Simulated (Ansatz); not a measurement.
# LaMnIn (P-6m2) in Ansatz: notebook, part 2 of 2

Ansatz 0.2.0. The steps go on from the part before.

## 3. Density of states, LDA, non-collinear spin, program default start

input.yaml reads:

```yaml
crystal:
  lattice:
    - [4.593340755, 0.0, 0.0]
    - [-2.2966703775, 3.9779497821, 0.0]
    - [0.0, 0.0, 4.096559]
  atoms:
    - { symbol: La, position: [0.0, 0.0, 0.0] }
    - { symbol: In, position: [0.3333333333, 0.6666666667, 0.5] }
    - { symbol: Mn, position: [0.6666666667, 0.3333333333, 0.5] }
hamiltonian:
  xc: lda
  pseudopotentials: { kind: paw }
magnetization:
  noncollinear: true
  spin_orbit: false
kpoints:
  mp_grid: { grid: [5, 5, 5] }
scf:
  occupations: { method: tetrahedron }
  n_extra_bands: 7
output:
  forces: true
  stress: true
  dos: { projected: false, de: 0.05, nscf_kmesh: { grid: [8, 8, 8] } }
  write_density: true
  write_potential: true
  elf: true
  volumetric_format: npy
```

Potentials or basis: Ansatz PAW.

Started as:

```console
$ ansatz run input.yaml --threads 2 --pin off --max-ram 5632MiB --backend cpu --events-out ev --progress --plain --runs-dir out
```

Standard output:

```text
Warning: output.forces, output.stress, relax.cell or npt_langevin: where a Kohn–Sham band that disperses or a degenerate level is filled in part under the method tetrahedron, the forces or the stress that this run publishes need not agree with its energy (scf.occupations.method in the input reference, under Limitations); prefer a smearing scheme for the forces or the stress
Warning: RAYON_NUM_THREADS=2 ignored (pool sized by the plan → 2); use --threads N
scf.n_extra_bands = 7 over 39 filled bands (N_el = 39.0): the run solves 46 bands
Engine: ansatz 0.2.0, x86_64-unknown-linux-gnu
Pseudopotentials: kind: paw
Pseudopotential: La, paw, valence charge 11, recommended cutoff 420 eV (normal), La.paw.azcp
Pseudopotential: In, paw, valence charge 13, recommended cutoff 420 eV (normal), In.paw.azcp
Pseudopotential: Mn, paw, valence charge 15, recommended cutoff 420 eV (normal), Mn.paw.azcp
Functional definition: SPW92
  exchange = slater_x
  correlation = pw_c
non-collinear run that drives no moment: no starting moment large enough to seed its density (crystal.atoms[].spin), no starting occupations that ask for one, no magnetisation constraint and no magnetic field, so the semilocal B_xc is pinned to zero
Crystal: 3 atoms, lattice volume = 74.853 Å³
Basis set: ecut = 420 eV, 1471 PW (Γ)
Bands: 46, of which v1, the nominal top of the filled ones, is band 39 counted from 1 (38 counted from 0)
Symmetry: 12 space group operations + 12 with time reversal
Magnetic group: BNS 187.210 (UNI 1440), of the structure as read, at distance tolerance 4.2e-5 Å
k-points: 15 of 125 (time reversal used)
Non-local potential: La, projectors of the file, l = 0: 3, l = 1: 2, l = 2: 2, l = 3: 3
Non-local potential: In, projectors of the file, l = 0: 2, l = 1: 2, l = 2: 2, l = 3: 2
Non-local potential: Mn, projectors of the file, l = 0: 3, l = 1: 2, l = 2: 3, l = 3: 1
PAW form: soft (Blöchl's): semilocal exchange-correlation on the pseudo side does not see the compensation charge
PAW frozen core: La, regenerated for the run's functional, and the local potential with it (the file was generated under x = pbe(κ = 0.804, μ = 0.2195149727645171), c = pbe(β = 0.06672455060314922))
PAW frozen core: In, regenerated for the run's functional, and the local potential with it (the file was generated under x = pbe(κ = 0.804, μ = 0.2195149727645171), c = pbe(β = 0.06672455060314922))
PAW frozen core: Mn, regenerated for the run's functional, and the local potential with it (the file was generated under x = pbe(κ = 0.804, μ = 0.2195149727645171), c = pbe(β = 0.06672455060314922))
PAW one-centre angular grid: La, 590 points (default); XC on 64 Gauss nodes
PAW one-centre angular grid: In, 590 points (default); XC on 64 Gauss nodes
PAW one-centre angular grid: Mn, 590 points (default); XC on 64 Gauss nodes
Initial density: superposition of atomic densities (chi_scale 0.1, normalization cell, long waves kept (reshape's long-wave potential 0.00 eV rms))
Initial wavefunctions: pseudopotential atomic-orbital guess
Functional: x = slater, c = lda
SCF iter   1: F=—  HF=-15375.068684 eV  |F-HF|=—  |Δ(HF+E_count)|=         —  Δρ=1.35e-1  dr2=2.06e1  dr2_m=0.00e0 (ungated)  ethr=3.10e-3  |M|=0.00e0 ∫|m|=0.00e0 μB  |m|>n=0.0e0 m-floor=0.0e0 τ_xc=0.0e0  β_m=0.30  ⟨swp⟩=6.7  Hψ=2657  notcnv=0
preconditioner: auto → Kerker (q_TF=auto, 2.447 Å⁻¹)  [metal: no gap  n_scr=20 (ndim 8)  ℏωp=23.1 eV  f_vac=0.000]
spin=Noncollinear: Kerker preconditioning applied to the charge; magnetization (m_x, m_y, m_z) channels mix plain (no charge-response kernel on spin).
SCF iter   2: F=—  HF=-15376.118873 eV  |F-HF|=—  |Δ(HF+E_count)|=    1.05e0  Δρ=2.37e-1  dr2=4.98e1  dr2_m=0.00e0 (ungated)  ethr=3.10e-3  |M|=0.00e0 ∫|m|=0.00e0 μB  |m|>n=0.0e0 m-floor=0.0e0 τ_xc=0.0e0  β_m=0.20  ⟨swp⟩=7.5  Hψ=2218  notcnv=0  defer=28  recentre
[... 9 lines left out ...]
SCF iter  12: F=—  HF=-15373.359964 eV  |F-HF|=—  |Δ(HF+E_count)|=   1.04e-5  Δρ=4.99e-5  dr2=2.37e-6  dr2_m=0.00e0 (ungated)  ethr=7.20e-8  |M|=0.00e0 ∫|m|=0.00e0 μB  |m|>n=0.0e0 m-floor=0.0e0 τ_xc=0.0e0  β_m=0.79  ⟨swp⟩=2.2  Hψ=1140  notcnv=0  defer=26
SCF iter  13: F=-15373.359964 eV  HF=-15373.359964 eV  |F-HF|=5.32e-8  |Δ(HF+E_count)|=   2.13e-7  Δρ=7.70e-6  dr2=6.18e-8  dr2_m=0.00e0 (ungated)  ethr=2.56e-10  |M|=0.00e0 ∫|m|=0.00e0 μB  |m|>n=0.0e0 m-floor=0.0e0 τ_xc=0.0e0  ⟨swp⟩=13.1  Hψ=5735  notcnv=0
SCF 1 converged in 13 iterations: F = -15373.359964 eV  dr2 = 6.18e-8
NSCF: frozen V_eff on 50 k-points
SCF converged after 13 iterations
Stability not checked: this state was not tested for a lower state beside it, because cold or Methfessel-Paxton smearing, or corrected tetrahedra, fill the levels in a way that the test cannot read (fill_not_monotonic; see scf.lower_state_search)
Magnetization: |M| = 0.0000 μB,  M = (+0.0000, +0.0000, +0.0000) μB
Absolute magnetization: 0.0000 μB (∫|m|)
  site 0: m = (+0.0000, +0.0000, +0.0000) μB, |m| = 0.0000 μB  (R = 1.38 Å)
  site 1: m = (+0.0000, +0.0000, +0.0000) μB, |m| = 0.0000 μB  (R = 1.09 Å)
  site 2: m = (+0.0000, +0.0000, +0.0000) μB, |m| = 0.0000 μB  (R = 1.09 Å)
Free energy (F): -15373.359964 eV
Harris-Foulkes:  -15373.359964 eV  (|F-HF|=5.32e-8)
Internal energy: -15373.354001 eV  (E = F + TS)
E sigma→0 (E₀):  -15373.359964 eV
Entropy (-TS):   -0.005963 eV (-1.988 meV/atom)
Fermi energy:    11.172707 eV
--- Per-component energies (eV) ---
  E_band       = -320.733686
  E_kinetic    = 742.731226
  E_local      = -3950.757643  (includes V_loc(G=0)·N_el)
  E_nonlocal   = 717.191471
  E_hartree    = 1617.247924
  E_xc         = -464.193712
  E_vxc        = -392.855893  (∫ρ·V_xc dr)
  E_paw        = -10502.452718  (= ΣΔE_a)
  E_vpaw       = -671.523779  (= ΣTr[D̂ρ^β])
  E_aug_tail   = 0.000014  (compensation charges beyond the density's cutoff)
  E_ewald      = -3534.111768
  E_core_change = 0.991206  (= ΣΔE_core)
  E_smearing   = -0.005963  (= −TS)
  E_closure    = -0.000000  (closes the sum)
  Σ components = -15373.359964   (vs F -15373.359964, Δ=0.00e0)
--- Forces (eV/Å), atoms counted from 1 ---
  atom   1  La     0.00000000     0.00000000     0.00000000
  atom   2  In     0.00000000     0.00000000     0.00000000
  atom   3  Mn    -0.00000000     0.00000000     0.00000000
  max |Σ_I F_I| component: 2.61e-16 eV/Å
--- Stress (GPa, compression-positive) ---
       -7.453879       0.000000       0.000000
        0.000000      -7.453879       0.000000
        0.000000       0.000000      -4.431899
  P = ⅓ Tr σ = -6.4466 GPa (-64.466 kbar)
--- Band table (eV; the first three rows and the last of 15) ---
  k-point 0: bands = ["-66.4811", "-66.4811", "-35.6665", "-35.6665", "-35.6665", "-35.6665", "-35.5690", "-35.5690", "-21.1798", "-21.1798", "-4.8299", "-4.8299", "-4.8299", "-4.8299", "-4.6786", "-4.6786", "-2.6900", "-2.6900", "-2.6116", "-2.6116", "-2.6116", "-2.6116", "-2.5470", "-2.5470", "-2.5470", "-2.5470", "4.1625", "4.1625", "9.8300", "9.8300", "9.8300", "9.8300", "9.9262", "9.9262", "11.0190", "11.0190", "11.0190", "11.0190", "11.8672", "11.8672", "11.8672", "11.8672", "12.1341", "12.1341", "12.8112", "12.8112"]
  k-point 1: bands = ["-66.4811", "-66.4811", "-35.6665", "-35.6665", "-35.6665", "-35.6665", "-35.5694", "-35.5694", "-21.1710", "-21.1710", "-4.8428", "-4.8428", "-4.8153", "-4.8153", "-4.8153", "-4.8153", "-2.6622", "-2.6622", "-2.6156", "-2.6156", "-2.6156", "-2.6156", "-2.5518", "-2.5518", "-2.5518", "-2.5518", "4.6221", "4.6221", "9.7389", "9.7389", "9.7389", "9.7389", "9.8318", "9.8318", "10.9326", "10.9326", "10.9326", "10.9326", "11.8111", "11.8111", "12.1267", "12.1267", "12.1267", "12.1267", "12.7650", "12.7650"]
  k-point 2: bands = ["-66.4810", "-66.4810", "-35.6664", "-35.6664", "-35.6664", "-35.6664", "-35.5700", "-35.5700", "-21.1567", "-21.1567", "-5.0903", "-5.0903", "-4.7914", "-4.7914", "-4.7914", "-4.7914", "-2.6187", "-2.6187", "-2.6066", "-2.6066", "-2.6066", "-2.6066", "-2.5751", "-2.5751", "-2.5751", "-2.5751", "5.6376", "5.6376", "8.7491", "8.7491", "9.6440", "9.6440", "9.6440", "9.6440", "10.6511", "10.6511", "10.6511", "10.6511", "11.5121", "11.5121", "12.7473", "12.7473", "12.7473", "12.7473", "13.0230", "13.0230"]
  k-point 14: bands = ["-66.4810", "-66.4810", "-35.6668", "-35.6668", "-35.6664", "-35.6664", "-35.5700", "-35.5700", "-21.1459", "-21.1459", "-5.0363", "-5.0363", "-4.9582", "-4.9582", "-4.8887", "-4.8887", "-2.6212", "-2.6212", "-2.6081", "-2.6081", "-2.5893", "-2.5893", "-2.5553", "-2.5553", "-2.5372", "-2.5372", "5.9943", "5.9943", "8.5711", "8.5711", "9.7768", "9.7768", "10.7881", "10.7881", "11.0012", "11.0012", "11.0498", "11.0498", "11.1644", "11.1644", "11.2173", "11.2173", "11.7834", "11.7834", "12.1190", "12.1190"]
```

Run time: 10 s. Hardware: 2 threads of Intel Xeon Platinum 8488C (Sapphire Rapids), shared host; peak memory 0.56 GiB.

What came out:

- Free energy: -15373.3600 eV
- Pressure: -6.4 GPa
- Band gap on the k mesh: none (metal or under the smearing width)
- Net moment: 0.00 μB per cell
- Absolute moment: 0.00 μB per cell
- Density of states at the Fermi level: 6.95 states/eV per cell

Stress tensor (GPa, compression positive):
```
-7.45  0.00  0.00
 0.00 -7.45  0.00
 0.00  0.00 -4.43
```

Levels at points of the mesh, in eV from the Fermi level:
```tsv
k point	band 36	band 37	band 38	band 39	band 40	band 41
(0.00, 0.00, 0.00)	-0.15	-0.15	-0.15	0.69	0.69	0.69
```

States per cell in windows of 1 eV (zero at the Fermi level; states under -8 eV left out):
| from (eV) | total |
| --- | --- |
| -8.0 | 0.00 |
| -7.0 | 0.28 |
| -6.0 | 1.72 |
| -5.0 | 0.00 |
| -4.0 | 0.02 |
| -3.0 | 1.62 |
| -2.0 | 2.81 |
| -1.0 | 6.22 |
| 0.0 | 4.31 |
| 1.0 | 3.02 |
| 2.0 | 0.00 |
| 3.0 | 0.00 |
| 4.0 | 0.00 |
| 5.0 | 0.00 |
| 6.0 | 0.00 |
| 7.0 | 0.00 |

Moments on the atoms (μB; x, y, z):
```
La  0.00 0.00 0.00
In  0.00 0.00 0.00
Mn  0.00 0.00 0.00
```

Caveat: the PAW data sets come from PBE, with cores solved anew for the run's functional, which leaves a small shift of forces and pressure; with tetrahedron occupations forces and stress needn't match the slope of the energy. The run has no spin-orbit coupling, so splittings on La are missing.
